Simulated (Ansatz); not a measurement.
# AlClFH3Si: how energies converge with the basis set

How large a basis does AlClFH3Si need? Two functionals are run in growing sets.

Method: one geometry, several basis sets; program: Ansatz 0.2.0, Gaussian basis.

The runs, in order: PBE0-D4/def2-SVP; ωB97M-V/def2-SVP; PBE0-D4/def2-QZVPP; ωB97M-V/def2-QZVPP; the functionals' def2-TZVPP values are taken from earlier runs.

## 1. The geometry

All runs share one geometry, relaxed beforehand with PBE0-D4 in a triple-zeta def2 set.

SMILES `F[SiH2][AlH][Cl]`, 7 atoms, charge 0, spin multiplicity 1.

Atoms are counted from 1 here; the program's logs count them from 0.

Bond lengths: F1–Si2 1.608 Å, Si2–Al3 2.462 Å, Si2–H5 1.490 Å, Si2–H6 1.490 Å, Al3–Cl4 2.098 Å, Al3–H7 1.581 Å. Angles: F1–Si2–Al3 110.8°, F1–Si2–H5 107.5°, F1–Si2–H6 107.5°, Al3–Si2–H5 111.8°, Al3–Si2–H6 111.8°, H5–Si2–H6 107.1°, Si2–Al3–Cl4 118.0°, Si2–Al3–H7 124.5°, Cl4–Al3–H7 117.5°.

## 2. PBE0-D4 in def2-SVP

in.yaml

```yaml
crystal:
  periodic: [false, false, false]
  atoms:
    - {symbol: F, position_ang: [-1.958868, 0.911850, -0.011427]}
    - {symbol: Si, position_ang: [-0.387909, 0.946872, 0.329326]}
    - {symbol: Al, position_ang: [0.703406, -1.149896, -0.360634]}
    - {symbol: Cl, position_ang: [-0.483081, -2.630822, -1.255296]}
    - {symbol: H, position_ang: [0.196236, 2.129160, -0.365156]}
    - {symbol: H, position_ang: [-0.251103, 1.185829, 1.794082]}
    - {symbol: H, position_ang: [2.242520, -1.461094, -0.176494]}
basis:
  gaussian: {orbitals: def2-SVP}
hamiltonian: {xc: pbe0, dispersion: d4}
output: {orbitals: {seedname: orbitals}}
```

Run with:

```console
> ansatz run in.yaml --threads 2 --pin off --events-out ev --progress --plain --max-ram 4352MiB
```

Further steps of the session: ωB97M-V in def2-SVP; PBE0-D4 in def2-QZVPP; ωB97M-V in def2-QZVPP.

Q: Predict the results of all the runs planned. Wanted: PBE0-D4: double and triple zeta above quadruple; ωB97M-V: double and triple zeta above quadruple.

The runs gave:

```
                                       quantity           value
PBE0-D4: double and triple zeta above quadruple  14.05, 1.00 eV
ωB97M-V: double and triple zeta above quadruple  14.03, 0.95 eV
```

What this shows: For PBE0-D4 the step from double to triple zeta gains 13.05 eV and the next only 1.00 eV. Total energies overstate the basis error of differences, where much of it tends to cancel.
